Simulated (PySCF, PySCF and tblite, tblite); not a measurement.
# C4H6F2O2: a path driven as rotation about a bond, and NMR exchange

Aim: the barrier and rate of rotation about a bond in C4H6F2O2 (`CCC(F)(F)C(=O)O`), and what it does to NMR lines.

Programs: PySCF 2.14.0 with density-fitted response routines of our own, and tblite 0.8.0. All values are computed, except where a source is named. Atoms count from 0 throughout.

### 1 The starting structure

14 atoms, charge 0, multiplicity 1; geometry from: force field or distance geometry start.

Bonds of the start (Å): C0–C1 1.51, C0–H10 1.10, C0–H8 1.10, C0–H9 1.08, C1–C2 1.55, C1–H11 1.09, C1–H12 1.10, C2–C5 1.52, C2–F3 1.36, C2–F4 1.38, C5–O6 1.23, C5–O7 1.36, O7–H13 0.98.

### 2 GFN2-xTB relaxation, start minimum

What the job is given:

```
{"job": {"xc": "GFN2-xTB", "basis": "xTB", "kind": "relax"}, "charge": 0, "multiplicity": 1}
C     -1.043500     0.940200    -0.940100
C     -0.763400    -0.533600    -0.765300
C      0.010900    -0.854700     0.532600
F      0.059600    -2.205100     0.644800
F     -0.744800    -0.427000     1.599800
C      1.400900    -0.245000     0.503800
O      2.367400    -0.650100    -0.135700
O      1.544600     0.883700     1.254400
H     -1.646600     1.094800    -1.840900
H     -0.135000     1.522100    -1.043300
H     -1.616600     1.340100    -0.090200
H     -0.203600    -0.915000    -1.620100
H     -1.715000    -1.081600    -0.729700
H      2.484300     1.130900     1.145600
```

The run is started by

```sh
> OMP_NUM_THREADS=1 python ens_run.py task.json out
```

This one command runs the whole study; its stages follow in the order run.

Log:

```text
step      E/eV     max force
  0    -795.18406    2.484
  1    -795.25418    2.623
  2    -795.29720    0.836
  3    -795.31159    0.531
  4    -795.33253    0.371
  5    -795.34411    0.316
  6    -795.35005    0.179
  7    -795.35378    0.132
  8    -795.35544    0.132
  9    -795.35624    0.081
 10    -795.35674    0.060
 11    -795.35719    0.061
 12    -795.35760    0.067
 13    -795.35797    0.073
 14    -795.35829    0.057
 15    -795.35852    0.035
 16    -795.35869    0.031
 17    -795.35884    0.035
 18    -795.35898    0.040
 19    -795.35910    0.032
 20    -795.35920    0.027
 21    -795.35930    0.029
 22    -795.35939    0.034
 23    -795.35951    0.039
 24    -795.35963    0.031
 25    -795.35977    0.030
 26    -795.35993    0.035
 27    -795.36010    0.036
 28    -795.36024    0.035
 29    -795.36036    0.025
 30    -795.36046    0.024
 31    -795.36056    0.028
 32    -795.36068    0.041
 33    -795.36084    0.046
 34    -795.36105    0.039
 35    -795.36128    0.042
 36    -795.36150    0.039
 37    -795.36168    0.036
 38    -795.36185    0.037
 39    -795.36199    0.033
 40    -795.36212    0.030
 41    -795.36225    0.030
 42    -795.36242    0.038
 43    -795.36266    0.047
 44    -795.36298    0.054
 45    -795.36331    0.049
 46    -795.36361    0.046
 47    -795.36385    0.041
 48    -795.36399    0.072
 49    -795.36407    0.094
 50    -795.36418    0.029
 51    -795.36427    0.023
 52    -795.36444    0.037
 53    -795.36462    0.050
 54    -795.36481    0.046
 55    -795.36495    0.027
 56    -795.36507    0.026
 57    -795.36521    0.024
 58    -795.36534    0.023
 59    -795.36540    0.019
 60    -795.36544    0.016
 61    -795.36548    0.018
 62    -795.36552    0.017
 63    -795.36555    0.014
 64    -795.36557    0.013
 65    -795.36558    0.010
 66    -795.36559    0.009
 67    -795.36560    0.009
 68    -795.36561    0.010
 69    -795.36561    0.005
 70    -795.36562    0.006
 71    -795.36562    0.009
 72    -795.36564    0.016
 73    -795.36566    0.026
 74    -795.36571    0.032
 75    -795.36576    0.029
 76    -795.36582    0.020
 77    -795.36587    0.013
 78    -795.36591    0.013
 79    -795.36594    0.017
 80    -795.36597    0.013
 81    -795.36599    0.014
 82    -795.36601    0.008
 83    -795.36602    0.008
 84    -795.36602    0.007
 85    -795.36603    0.006
 86    -795.36604    0.007
 87    -795.36604    0.009
 88    -795.36605    0.009
 89    -795.36607    0.014
 90    -795.36611    0.018
 91    -795.36616    0.022
 92    -795.36624    0.035
 93    -795.36633    0.047
 94    -795.36642    0.044
 95    -795.36653    0.045
 96    -795.36667    0.024
 97    -795.36643    0.182
 98    -795.36683    0.023
 99    -795.36687    0.014
100    -795.36691    0.038
101    -795.36694    0.023
102    -795.36698    0.009
103    -795.36700    0.008
104    -795.36702    0.015
105    -795.36703    0.020
106    -795.36706    0.022
107    -795.36708    0.014
108    -795.36709    0.011
109    -795.36710    0.012
110    -795.36711    0.008
111    -795.36711    0.015
112    -795.36712    0.010
113    -795.36713    0.007
114    -795.36713    0.005
115    -795.36714    0.004
116    -795.36714    0.002
```

Wall time 0.42 s (1 thread of Arm Neoverse V2, shared host).

The energy fell by 0.183 eV, and the atoms moved 0.23 Å (root mean square).

### 3 Relaxed scan, rotation

What the job is given:

```
{"job": {"xc": "GFN2-xTB", "basis": "xTB", "coordinate": [["t", [2, 5, 7, 13], 0.5], ["t", [6, 5, 7, 13], 0.5]], "kind": "drive"}, "charge": 0, "multiplicity": 1}
C     -1.053856     0.915654    -1.025762
C     -0.803807    -0.565203    -0.768214
C     -0.013380    -0.778062     0.516200
F      0.159412    -2.114599     0.745747
F     -0.696661    -0.317957     1.594555
C      1.391667    -0.135966     0.452539
O      2.133241    -0.298215    -0.473650
O      1.659773     0.591609     1.520782
H     -1.677567     1.034768    -1.906970
H     -0.116429     1.440728    -1.194724
H     -1.561283     1.368483    -0.177139
H     -0.226690    -1.010542    -1.579693
H     -1.748240    -1.102949    -0.666746
H      2.553142     0.971777     1.478777
```

Log:

```text
point  coordinate     E/eV
  0    103.000     -795.33297
  1    117.600     -795.23814
  2    132.300     -795.10239
  3    147.400     -794.95588
  4    162.900     -794.83634
  5    178.600     -794.78488
  6    194.300     -794.81890
  7    209.700     -794.93025
  8    224.700     -795.05266
  9    239.500     -795.16123
 10    254.100     -795.23365
 11    268.700     -795.25951
```

It took 0.98 s on 1 thread of Arm Neoverse V2, shared host.

The highest point is number 5, 12.6 kcal/mol above the first.

### 4 Nudged elastic band, leg 1

The job, as its differences from that of step 3:

```diff
@@ -1,2 +1,2 @@
-{"job": {"xc": "GFN2-xTB", "basis": "xTB", "coordinate": [["t", [2, 5, 7, 13], 0.5], ["t", [6, 5, 7, 13], 0.5]], "kind": "drive"}, "charge": 0, "multiplicity": 1}
+{"job": {"xc": "GFN2-xTB", "basis": "xTB", "kind": "neb"}, "charge": 0, "multiplicity": 1}
 C     -1.053856     0.915654    -1.025762
```

Log:

```text
image   E - E0 / eV
  0       0.0000
  1       0.1985
  2       0.5815
  3       0.3404
  4       0.1132
  5       0.1063
  6       0.1057
```

Run time: 1.8 s. Hardware: 1 thread of Arm Neoverse V2, shared host; peak memory 0.19 GiB.

The highest point is number 2, 13.4 kcal/mol above the first.

### 5 Saddle search, leg 1

What the job is given:

```
{"job": {"xc": "GFN2-xTB", "basis": "xTB", "kind": "saddle"}, "charge": 0, "multiplicity": 1}
C     -1.029081     0.926586    -0.911390
C     -0.788990    -0.555319    -0.647312
C      0.039802    -0.769656     0.611559
F      0.093529    -2.095961     0.924596
F     -0.539558    -0.167902     1.690150
C      1.497820    -0.244376     0.470259
O      2.112500    -0.356193    -0.542989
O      1.998316     0.264802     1.611611
H     -1.656064     1.044533    -1.790256
H     -0.089634     1.445381    -1.089989
H     -1.532420     1.388211    -0.064661
H     -0.244375    -1.013625    -1.473821
H     -1.737823    -1.078017    -0.514439
H      1.875980     1.211534     1.726682
```

Log:

```text
step      E/eV     max force
  0    -794.78565   0.0146
  1    -794.78837   0.2036
  2    -794.78704   0.0469
  3    -794.78623   0.0136
  4    -794.78698   0.0221
  5    -794.78769   0.0295
  6    -794.78834   0.0226
  7    -794.78911   0.0432
  8    -794.78975   0.0549
  9    -794.79032   0.0584
 10    -794.79085   0.0492
 11    -794.79159   0.0398
 12    -794.79237   0.1007
 13    -794.79199   0.0179
 14    -794.79247   0.0339
 15    -794.79292   0.0410
 16    -794.79335   0.0279
 17    -794.79380   0.0680
 18    -794.79357   0.0122
 19    -794.79384   0.0225
 20    -794.79407   0.0266
 21    -794.79429   0.0171
 22    -794.79449   0.0435
 23    -794.79439   0.0077
 24    -794.79451   0.0139
 25    -794.79460   0.0171
 26    -794.79467   0.0108
 27    -794.79471   0.0266
 28    -794.79473   0.0032
lowest wavenumbers (cm-1): -687.7 28.5 90.2 168.4 202.9 215.6
```

Run time: 4 s. Hardware: 1 thread of Arm Neoverse V2, shared host; peak memory 0.19 GiB.

Point group C1; 1 imaginary mode, 688i cm⁻¹, carried by H13. Steps downhill from it reached both ends.

### 6 Shieldings, start: revPBE/pcSseg-1

What the job is given:

```
{"job": {"kind": "nmr", "xc": "revPBE", "basis": "pcSseg-1", "pop": false}, "charge": 0, "multiplicity": 1}
C     -1.053856     0.915654    -1.025762
C     -0.803807    -0.565203    -0.768214
C     -0.013380    -0.778062     0.516200
F      0.159412    -2.114599     0.745747
F     -0.696661    -0.317957     1.594555
C      1.391667    -0.135966     0.452539
O      2.133241    -0.298215    -0.473650
O      1.659773     0.591609     1.520782
H     -1.677567     1.034768    -1.906970
H     -0.116429     1.440728    -1.194724
H     -1.561283     1.368483    -0.177139
H     -0.226690    -1.010542    -1.579693
H     -1.748240    -1.102949    -0.666746
H      2.553142     0.971777     1.478777
```

Log:

```text
coarse grid: 12408 points
cycle   1  E = -505.6111272209  dE =  1.170e+00  |g| = 1.231e+00  |ddm| = 3.291e+00
cycle   2  E = -504.4784590114  dE =  1.133e+00  |g| = 2.735e+00  |ddm| = 2.663e+00
cycle   3  E = -505.7983812176  dE = -1.320e+00  |g| = 6.420e-01  |ddm| = 2.156e+00
cycle   4  E = -505.8742309396  dE = -7.585e-02  |g| = 1.870e-01  |ddm| = 5.110e-01
cycle   5  E = -505.8793373850  dE = -5.106e-03  |g| = 7.321e-02  |ddm| = 1.528e-01
cycle   6  E = -505.8805083988  dE = -1.171e-03  |g| = 1.608e-02  |ddm| = 6.377e-02
cycle   7  E = -505.8805603718  dE = -5.197e-05  |g| = 5.584e-03  |ddm| = 1.516e-02
cycle   8  E = -505.8805663845  dE = -6.013e-06  |g| = 1.175e-03  |ddm| = 4.802e-03
final grid: 122688 points
cycle   9  E = -505.9907441078  dE = -3.733e-05  |g| = 2.140e-02  |ddm| = 3.780e-02
cycle  10  E = -505.9903738229  dE =  3.703e-04  |g| = 4.935e-02  |ddm| = 4.360e-02
cycle  11  E = -505.9908130391  dE = -4.392e-04  |g| = 9.264e-03  |ddm| = 3.308e-02
cycle  12  E = -505.9908295050  dE = -1.647e-05  |g| = 1.243e-03  |ddm| = 6.024e-03
cycle  13  E = -505.9908297403  dE = -2.353e-07  |g| = 4.142e-04  |ddm| = 9.805e-04
cycle  14  E = -505.9908297770  dE = -3.663e-08  |g| = 5.816e-05  |ddm| = 3.410e-04
cycle  15  E = -505.9908297775  dE = -5.610e-10  |g| = 2.772e-05  |ddm| = 5.856e-05
converged SCF energy = -505.9908297775

GIAO shielding tensors (ppm)
atom      isotropic    diamagn.    paramagn.     s11        s22        s33       span
  0 C      172.637     248.296     -75.659    166.428    167.605    183.878     17.450
  1 C      147.709     250.906    -103.197    133.732    142.640    166.754     33.022
  2 C       54.436     241.392    -186.956     32.804     60.682     69.823     37.019
  3 F      266.648     471.604    -204.955    163.142    306.251    330.552    167.410
  4 F      296.510     474.279    -177.769    212.171    320.872    356.488    144.317
  5 C       17.579     252.838    -235.259    -81.794     62.193     72.338    154.131
  6 O      -80.070     402.601    -482.671   -276.291   -235.312    271.394    547.685
  7 O      116.369     389.316    -272.947    -34.264    163.818    219.555    253.819
  8 H       30.654      28.526       2.128     26.254     27.812     37.896     11.643
  9 H       30.952      31.187      -0.235     26.625     30.464     35.767      9.142
 10 H       30.640      30.541       0.098     26.233     29.658     36.028      9.796
 11 H       29.212      31.084      -1.872     25.922     27.953     33.761      7.839
 12 H       29.770      30.166      -0.396     25.900     29.110     34.299      8.399
 13 H       25.349      29.652      -4.303     19.522     23.436     33.087     13.565
```

Wall time 23 s (1 thread of Arm Neoverse V2, shared host); peak memory 0.62 GiB.

Key values: HOMO -6.73 eV, LUMO -1.54 eV; dipole 1.80 D.

### 7 Shieldings, saddle of leg 1: revPBE/pcSseg-1

What the job is given:

```
{"job": {"kind": "nmr", "xc": "revPBE", "basis": "pcSseg-1", "pop": false}, "charge": 0, "multiplicity": 1}
C     -1.071223     0.885116    -1.024972
C     -0.807194    -0.565342    -0.637612
C      0.045956    -0.673403     0.615171
F      0.136210    -1.973082     1.018976
F     -0.534382    -0.015051     1.666848
C      1.493962    -0.120449     0.466567
O      1.986053     0.124851    -0.589062
O      2.138024    -0.032165     1.645005
H     -1.736094     0.916583    -1.883197
H     -0.144262     1.386814    -1.289746
H     -1.542659     1.420146    -0.203731
H     -0.279878    -1.087283    -1.436927
H     -1.747460    -1.083424    -0.438156
H      2.062948     0.816688     2.090834
```

Log:

```text
coarse grid: 12408 points
cycle   1  E = -505.5778867672  dE =  1.166e+00  |g| = 1.261e+00  |ddm| = 3.281e+00
cycle   2  E = -504.3446777203  dE =  1.233e+00  |g| = 2.847e+00  |ddm| = 2.825e+00
cycle   3  E = -505.8041892985  dE = -1.460e+00  |g| = 5.322e-01  |ddm| = 2.292e+00
cycle   4  E = -505.8537158736  dE = -4.953e-02  |g| = 2.078e-01  |ddm| = 4.784e-01
cycle   5  E = -505.8603074381  dE = -6.592e-03  |g| = 6.994e-02  |ddm| = 1.651e-01
cycle   6  E = -505.8613549613  dE = -1.048e-03  |g| = 1.612e-02  |ddm| = 6.243e-02
cycle   7  E = -505.8614078086  dE = -5.285e-05  |g| = 5.351e-03  |ddm| = 1.440e-02
cycle   8  E = -505.8614128126  dE = -5.004e-06  |g| = 1.291e-03  |ddm| = 4.411e-03
final grid: 122688 points
cycle   9  E = -505.9718054337  dE = -2.701e-05  |g| = 2.225e-02  |ddm| = 4.228e-02
cycle  10  E = -505.9713562914  dE =  4.491e-04  |g| = 5.363e-02  |ddm| = 4.792e-02
cycle  11  E = -505.9718827839  dE = -5.265e-04  |g| = 8.962e-03  |ddm| = 3.558e-02
cycle  12  E = -505.9718985234  dE = -1.574e-05  |g| = 1.108e-03  |ddm| = 6.304e-03
cycle  13  E = -505.9718986993  dE = -1.758e-07  |g| = 4.083e-04  |ddm| = 9.134e-04
cycle  14  E = -505.9718987337  dE = -3.445e-08  |g| = 5.954e-05  |ddm| = 3.281e-04
cycle  15  E = -505.9718987343  dE = -5.668e-10  |g| = 2.597e-05  |ddm| = 5.547e-05
converged SCF energy = -505.9718987343

GIAO shielding tensors (ppm)
atom      isotropic    diamagn.    paramagn.     s11        s22        s33       span
  0 C      172.413     248.378     -75.965    166.154    166.213    184.871     18.717
  1 C      149.439     250.769    -101.330    134.391    147.376    166.551     32.160
  2 C       54.365     243.887    -189.523     31.156     58.429     73.509     42.353
  3 F      267.231     472.590    -205.359    173.991    305.722    321.980    147.989
  4 F      287.220     475.932    -188.711    205.039    312.672    343.950    138.911
  5 C       11.971     252.329    -240.358    -86.376     58.790     63.500    149.876
  6 O     -184.336     402.916    -587.252   -486.183   -346.821    279.996    766.179
  7 O      182.121     389.986    -207.865     87.008    199.072    260.285    173.277
  8 H       30.671      28.800       1.871     26.405     27.816     37.792     11.387
  9 H       30.565      31.388      -0.822     25.921     30.172     35.603      9.682
 10 H       30.741      30.980      -0.238     26.194     29.999     36.032      9.838
 11 H       29.285      31.263      -1.978     26.271     27.850     33.734      7.463
 12 H       29.750      30.318      -0.568     25.577     29.272     34.401      8.824
 13 H       27.789      31.333      -3.544     21.290     24.211     37.866     16.576
```

Wall time 22 s (1 thread of Arm Neoverse V2, shared host); peak memory 0.63 GiB.

This run: HOMO -6.81 eV, LUMO -2.26 eV; dipole 2.06 D.

### 8 Shieldings, end: revPBE/pcSseg-1

What the job is given:

```
{"job": {"kind": "nmr", "xc": "revPBE", "basis": "pcSseg-1", "pop": false}, "charge": 0, "multiplicity": 1}
C     -0.993637     0.919317    -1.083481
C     -0.802648    -0.545020    -0.706247
C      0.099890    -0.689815     0.505301
F      0.195276    -1.996307     0.886847
F     -0.425622    -0.051182     1.602988
C      1.544073    -0.154245     0.266477
O      2.123862    -0.372863    -0.752582
O      2.054668     0.539341     1.271319
H     -1.665172     0.992261    -1.933718
H     -0.043304     1.372169    -1.356436
H     -1.425312     1.476668    -0.254905
H     -0.329532    -1.095002    -1.520827
H     -1.760768    -1.012296    -0.470814
H      1.451933     0.620429     2.029068
```

Log:

```text
coarse grid: 12408 points
cycle   1  E = -505.6004813797  dE =  1.170e+00  |g| = 1.251e+00  |ddm| = 3.275e+00
cycle   2  E = -504.2003438612  dE =  1.400e+00  |g| = 2.964e+00  |ddm| = 3.019e+00
cycle   3  E = -505.8000790515  dE = -1.600e+00  |g| = 6.322e-01  |ddm| = 2.554e+00
cycle   4  E = -505.8705425349  dE = -7.046e-02  |g| = 2.302e-01  |ddm| = 5.518e-01
cycle   5  E = -505.8785585925  dE = -8.016e-03  |g| = 8.485e-02  |ddm| = 1.894e-01
cycle   6  E = -505.8800856069  dE = -1.527e-03  |g| = 1.783e-02  |ddm| = 7.327e-02
cycle   7  E = -505.8801479533  dE = -6.235e-05  |g| = 6.636e-03  |ddm| = 1.643e-02
cycle   8  E = -505.8801560992  dE = -8.146e-06  |g| = 1.840e-03  |ddm| = 5.974e-03
final grid: 122688 points
cycle   9  E = -505.9900615534  dE = -3.666e-05  |g| = 2.115e-02  |ddm| = 4.062e-02
cycle  10  E = -505.9897231793  dE =  3.384e-04  |g| = 4.752e-02  |ddm| = 4.393e-02
cycle  11  E = -505.9901322976  dE = -4.091e-04  |g| = 8.301e-03  |ddm| = 3.231e-02
cycle  12  E = -505.9901458839  dE = -1.359e-05  |g| = 1.367e-03  |ddm| = 5.896e-03
cycle  13  E = -505.9901461687  dE = -2.848e-07  |g| = 4.426e-04  |ddm| = 1.056e-03
cycle  14  E = -505.9901462123  dE = -4.362e-08  |g| = 5.910e-05  |ddm| = 3.641e-04
cycle  15  E = -505.9901462130  dE = -6.356e-10  |g| = 2.295e-05  |ddm| = 6.419e-05
converged SCF energy = -505.9901462130

GIAO shielding tensors (ppm)
atom      isotropic    diamagn.    paramagn.     s11        s22        s33       span
  0 C      172.824     248.672     -75.847    166.514    167.593    184.366     17.852
  1 C      150.017     251.017    -101.000    135.153    147.595    167.303     32.150
  2 C       53.666     245.613    -191.947     31.011     58.434     71.553     40.543
  3 F      268.073     472.882    -204.809    164.137    307.362    332.721    168.585
  4 F      294.214     476.807    -182.593    212.517    316.067    354.057    141.540
  5 C       20.565     253.348    -232.783    -72.828     65.877     68.646    141.474
  6 O      -80.391     401.531    -481.922   -348.763   -203.969    311.558    660.321
  7 O      131.167     390.225    -259.057    -64.625    203.665    254.462    319.088
  8 H       30.643      28.696       1.947     26.259     27.725     37.944     11.685
  9 H       30.814      31.185      -0.371     26.424     30.399     35.620      9.196
 10 H       30.780      31.115      -0.335     26.273     29.834     36.231      9.958
 11 H       29.061      31.137      -2.076     25.827     27.540     33.815      7.988
 12 H       29.812      30.532      -0.720     25.873     29.133     34.430      8.557
 13 H       23.272      33.007      -9.735     16.712     25.675     27.431     10.719
```

It took 23 s on 1 thread of Arm Neoverse V2, shared host; peak memory 0.63 GiB.

In short: HOMO -6.68 eV, LUMO -1.55 eV; dipole 2.77 D.

### 9 Barriers, rates and exchange

What the job is given:

```
{"job": {"smiles": "CCC(F)(F)C(=O)O", "charge": 0, "mult": 1, "motion": "rotation", "what": "ester", "atoms": [5, 7], "drives": [{"terms": [["t", [2, 5, 7, 13], 0.5], ["t", [6, 5, 7, 13], 0.5]], "by": 180, "n": 12}], "study": "path", "level": {"kind": "nmr", "xc": "revPBE", "basis": "pcSseg-1"}, "fields": [200, 360, 400], "first": 4, "seed": 403, "kind": "path"}, "charge": 0, "multiplicity": 1}
C     -1.053856     0.915654    -1.025762
C     -0.803807    -0.565203    -0.768214
C     -0.013380    -0.778062     0.516200
F      0.159412    -2.114599     0.745747
F     -0.696661    -0.317957     1.594555
C      1.391667    -0.135966     0.452539
O      2.133241    -0.298215    -0.473650
O      1.659773     0.591609     1.520782
H     -1.677567     1.034768    -1.906970
H     -0.116429     1.440728    -1.194724
H     -1.561283     1.368483    -0.177139
H     -0.226690    -1.010542    -1.579693
H     -1.748240    -1.102949    -0.666746
H      2.553142     0.971777     1.478777
```

Log:

```text
stationary points (kcal/mol above the start)
  n  kind          group   xTB      DFT    lowest mode
  0  minimum      C1       0.00     0.00      13.6
  1  saddle       C1      13.20    11.86    -687.7
  2  minimum      C1       2.44     0.18      30.8

GFN2-xTB energies: T/K, barrier G, reaction G (kcal/mol), k forward, k back (1/s)
 150.00    12.21     2.48      5e-06     0.0208
 200.00    12.25     2.54      0.169        100
 250.00    12.30     2.59       92.3   1.69e+04
 298.15    12.35     2.64   5.55e+03   4.76e+05
 350.00    12.40     2.69   1.32e+05   6.29e+06
 400.00    12.46     2.74    1.3e+06   4.07e+07
 500.00    12.59     2.83   3.27e+07   5.63e+08

revPBE/pcSseg-1 + D3(BJ) energies: T/K, barrier G, reaction G (kcal/mol), k forward, k back (1/s)
 150.00    10.88     0.23   0.000444   0.000949
 200.00    10.92     0.28       4.89       9.88
 250.00    10.96     0.33   1.36e+03   2.65e+03
 298.15    11.01     0.38    5.3e+04   1.01e+05
 350.00    11.06     0.43   9.02e+05   1.68e+06
 400.00    11.12     0.48      7e+06   1.28e+07
 500.00    11.25     0.57   1.26e+08   2.23e+08
```

Run time: 78 s. Hardware: 1 thread of Arm Neoverse V2, shared host; peak memory 0.63 GiB. This counts the whole study up to here.

Barriers by level (kcal/mol; entropies in cal/(mol K)). Zero-point and thermal terms come from xTB in every row. ΔG‡ leaves symmetry out; the rate counts one path; effective ΔG‡, where given, is the barrier that would give that rate by Eyring's equation alone:

```csv
level,ΔE‡,with zero-point,ΔH‡,ΔS‡,ΔG‡ (298 K),ΔE of reaction,k at 298 K (1/s),effective ΔG‡
GFN2-xTB,13.20,12.11,12.01,-1.1,12.35,2.44,5.6e+03,12.35
revPBE/pcSseg-1 + D3(BJ),11.86,10.77,10.67,-1.1,11.01,0.18,5.3e+04,11.01
```

Sites that the driver pairs across this motion, and where their lines would merge (no couplings; faster rotations or exchange between molecules can average them sooner):

```csv
nucleus,sites: shielding (ppm),proton frequency (MHz),spread (Hz),coalescence (K),lines at 298 K
¹⁹F,F4: 296.5; F4 (end): 294.2,400,865,245,–
¹H,H13: 25.35; H13 (end): 23.27,400,830,245,–
¹⁷O,O7: 116.4; O7 (end): 131.2,400,803,245,–
¹⁹F,F3: 266.6; F3 (end): 268.1,400,537,240,–
¹³C,C5: 17.6; C5 (end): 20.6,400,300,234,–
¹³C,C1: 147.7; C1 (end): 150.0,400,232,232,–
¹³C,C2: 54.4; C2 (end): 53.7,400,78,222,–
¹H,H11: 29.21; H11 (end): 29.06,400,60,220,–
```

Rows that set an atom against itself at the end compare its shielding in the two forms.

Lines of quadrupolar nuclei are broad, so their coalescence could hardly be seen.

[end of part 1 of 2]
